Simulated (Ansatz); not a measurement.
# CdH₄O₂Si: up Jacob's ladder to CCSD(T)

Aim: compute CdH₄O₂Si with functionals from several rungs and with coupled cluster. The yardstick is the atomisation energy at the CCSD(T) limit.

Program: Ansatz 0.2.0, Gaussian basis. Level of theory: functionals in def2-TZVPP, the program's frozen cores in correlated methods. These are calculated values, not measurements.

Plan: LDA (SPW92), PBE-D4, revPBE-D4, BLYP-D4, r2SCAN-D4, B97M-V, PBE0-D4, B3LYP-D4, r2SCANh-D4, r2SCAN0-D4, HSE06-D4, BHLYP-D4, CAM-B3LYP-D4, LC-ωPBE, ωB97X-V, ωB97M-V, B2PLYP, PBE-QIDH; CCSD(T)/def2-SVP; CCSD(T)/def2-TZVPP; MP2/def2-QZVPP; extrapolation to the limit; RPA on PBE.

## (1) The geometry

All runs share one geometry, relaxed beforehand with PBE0-D4 in a triple-zeta def2 set. Cd takes the def2 core potential; no spin-orbit term is included.

SMILES `[OH][Cd][O][SiH3]`, 8 atoms, charge 0, spin multiplicity 1.

Atoms are counted from 1 here; the program's logs count them from 0.

Bond lengths: O1–Cd2 1.953 Å, O1–H5 0.960 Å, Cd2–O3 1.952 Å, O3–Si4 1.624 Å, Si4–H6 1.494 Å, Si4–H7 1.495 Å, Si4–H8 1.488 Å. Angles: Cd2–O1–H5 112.4°, O1–Cd2–O3 174.2°, Cd2–O3–Si4 134.7°, O3–Si4–H6 112.1°, O3–Si4–H7 112.0°, O3–Si4–H8 109.2°, H6–Si4–H7 106.8°, H6–Si4–H8 108.4°, H7–Si4–H8 108.3°.

Coordinates:

```xyz
8
charge 0, multiplicity 1
O     0.40390    2.57275   -2.27841
Cd    0.17983    0.91371   -1.27304
O     0.06757   -0.83152   -0.40597
Si   -0.05858   -1.33680    1.13201
H    -0.28786    3.21134   -2.09001
H     1.11619   -0.92332    1.95711
H    -1.27389   -0.78453    1.80428
H    -0.14719   -2.82164    1.15403
```

## (2) LDA

This LDA is Slater exchange with PW92 correlation.

The input, in.yaml:

```yaml
crystal:
  periodic: [false, false, false]
  atoms:
    - {symbol: O, position_ang: [0.403904, 2.572755, -2.278414]}
    - {symbol: Cd, position_ang: [0.179835, 0.913714, -1.273042]}
    - {symbol: O, position_ang: [0.067571, -0.831523, -0.405971]}
    - {symbol: Si, position_ang: [-0.058577, -1.336796, 1.132012]}
    - {symbol: H, position_ang: [-0.287863, 3.211337, -2.090008]}
    - {symbol: H, position_ang: [1.116193, -0.923325, 1.957107]}
    - {symbol: H, position_ang: [-1.273887, -0.784534, 1.804279]}
    - {symbol: H, position_ang: [-0.147185, -2.821638, 1.154027]}
basis:
  gaussian: {orbitals: def2-TZVPP}
hamiltonian: {xc: lda}
output: {orbitals: {seedname: orbitals}}
```

Launch:

```
> ansatz run in.yaml --threads 4 --pin off --events-out ev --progress --plain --max-ram 10444MiB
```

After this run come: PBE-D4 (GGA); revPBE-D4 (GGA); BLYP-D4 (GGA); r2SCAN-D4 (meta-GGA); B97M-V (meta-GGA); PBE0-D4 (hybrid); B3LYP-D4 (hybrid); r2SCANh-D4 (hybrid); r2SCAN0-D4 (hybrid); HSE06-D4 (hybrid); BHLYP-D4 (hybrid); CAM-B3LYP-D4 (range-separated); LC-ωPBE (range-separated); ωB97X-V (range-separated); ωB97M-V (range-separated); B2PLYP (double hybrid); PBE-QIDH (double hybrid); CCSD(T) in def2-SVP; CCSD(T) in def2-TZVPP; MP2 in def2-QZVPP; RPA on PBE orbitals.

Q: Predict the results of all the runs planned. Wanted: atomisation energy, CCSD(T)/CBS; farthest beyond LDA; mean size of error, GGA; mean size of error, meta-GGA; mean size of error, hybrid; mean size of error, range-separated; mean size of error, double hybrid; gap, smallest and largest; T1 diagnostic.

**Answer**, as computed:

| quantity | value |
| --- | --- |
| atomisation energy, CCSD(T)/CBS | 2377.8 kJ/mol |
| functionals within 11.9 kJ/mol (0.5 %) | r2SCAN-D4, CAM-B3LYP-D4, LC-ωPBE, ωB97X-V, ωB97M-V |
| farthest beyond LDA | BHLYP-D4 (-128.3 kJ/mol) |
| mean size of error, GGA | 46.4 kJ/mol |
| mean size of error, meta-GGA | 20.5 kJ/mol |
| mean size of error, hybrid | 71.6 kJ/mol |
| mean size of error, range-separated | 8.6 kJ/mol |
| mean size of error, double hybrid | 62.3 kJ/mol |
| gap, smallest and largest | 3.88 eV (LDA (SPW92)), 11.32 eV (LC-ωPBE) |
| T1 diagnostic | 0.0160 |
| triples share of the correlation energy | 3.1 % |

**Reading.** The LDA atomisation energy is off by 333.1 kJ/mol (14 %): it overbinds. PBE-D4 is off by -14.7 kJ/mol. Double hybrids carry the basis error of their MP2 part in triple zeta, and no dispersion term here, so their miss is partly the set-up's. By mean error the best rung here is range-separated (8.6 kJ/mol) and the worst beyond LDA is hybrid (71.6 kJ/mol). The mean of the hybrids holds BHLYP, with half exact exchange. Misses under about 11.9 kJ/mol are within the doubt on the reference itself, which lacks core-valence correlation, spin-orbit coupling and higher excitations. All levels share the lack of spin-orbit coupling, which lowers the free heavy atoms and so the true binding. Hartree-Fock recovers 68 % of the binding; the rest is correlation. CCSD(T) in def2-SVP is off by -213.8 kJ/mol, more than most functionals: a good method in a small basis is no reference. The gap grows from 3.9 to 11.3 eV across the functionals, mostly with the share of exact exchange. Correlated methods include outer-core shells of Cd, which these sets cover unevenly.
